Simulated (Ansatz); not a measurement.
# ClGeH₆NSi: how energies converge with the basis set

The task here is to estimate one member of a computed series from the others.

Computed with Ansatz 0.2.0, Gaussian basis. Level: one geometry, several basis sets.

Levels to be run: PBE0-D4/def2-SVP; ωB97M-V/def2-SVP; PBE0-D4/def2-QZVPP; ωB97M-V/def2-QZVPP; the functionals' def2-TZVPP values are taken from earlier runs.

## Structure used throughout

An earlier PBE0-D4 in a triple-zeta def2 set relaxation fixed the geometry.

10 atoms, charge 0, spin multiplicity 1.

Atoms are counted from 1 here; the program's logs count them from 0.

Bond lengths: Cl1–Si2 2.071 Å, Si2–N3 1.700 Å, Si2–H5 1.479 Å, Si2–H6 1.480 Å, N3–Ge4 1.848 Å, N3–H7 1.010 Å, Ge4–H8 1.533 Å, Ge4–H9 1.539 Å, Ge4–H10 1.537 Å. Angles: Cl1–Si2–N3 113.9°, Cl1–Si2–H5 105.6°, Cl1–Si2–H6 105.8°, N3–Si2–H5 108.8°, N3–Si2–H6 109.8°, H5–Si2–H6 112.9°, Si2–N3–Ge4 126.1°, Si2–N3–H7 116.5°, Ge4–N3–H7 114.5°, N3–Ge4–H8 105.9°, N3–Ge4–H9 110.9°, N3–Ge4–H10 108.4°, H8–Ge4–H9 110.7°, H8–Ge4–H10 111.4°, H9–Ge4–H10 109.5°.

The first run:

Contents of in.yaml:

```yaml
crystal:
  periodic: [false, false, false]
  atoms:
    - {symbol: Cl, position_ang: [0.439985, 1.099763, -2.606168]}
    - {symbol: Si, position_ang: [-0.425387, 1.285661, -0.734004]}
    - {symbol: N, position_ang: [-0.677500, -0.197536, 0.058389]}
    - {symbol: Ge, position_ang: [0.609836, -1.206878, 0.917668]}
    - {symbol: H, position_ang: [0.519788, 2.096679, 0.063392]}
    - {symbol: H, position_ang: [-1.722978, 1.962491, -0.954490]}
    - {symbol: H, position_ang: [-1.510427, -0.709319, -0.195837]}
    - {symbol: H, position_ang: [1.756746, -0.240381, 1.235472]}
    - {symbol: H, position_ang: [1.098845, -2.354899, 0.017279]}
    - {symbol: H, position_ang: [-0.005708, -1.786680, 2.201198]}
basis:
  gaussian: {orbitals: def2-SVP}
hamiltonian: {xc: pbe0, dispersion: d4}
output: {orbitals: {seedname: orbitals}}
```

Started as:

```bash
> ansatz run in.yaml --threads 4 --pin off --events-out ev --progress --plain --max-ram 10444MiB
```

Steps of the session up to this table: PBE0-D4 in def2-SVP; ωB97M-V in def2-SVP; PBE0-D4 in def2-QZVPP; ωB97M-V in def2-QZVPP.

One table of the session follows, with a row left open; its other results are not shown here.

```
functional       basis  HOMO (eV)  LUMO (eV)
   PBE0-D4    def2-SVP      -7.70       0.37
   PBE0-D4  def2-TZVPP      -7.81      -0.02
   PBE0-D4  def2-QZVPP      -7.84      -0.23
   ωB97M-V    def2-SVP      -9.94       2.20
   ωB97M-V  def2-TZVPP          ?          ?
   ωB97M-V  def2-QZVPP     -10.12       1.22
```

Estimate the missing values for ωB97M-V, def2-TZVPP.

**Answer.** HOMO (eV): -10.09; LUMO (eV): 1.64. In the column «HOMO (eV)» it lies between ωB97M-V, def2-QZVPP (-10.12) and ωB97M-V, def2-SVP (-9.94).
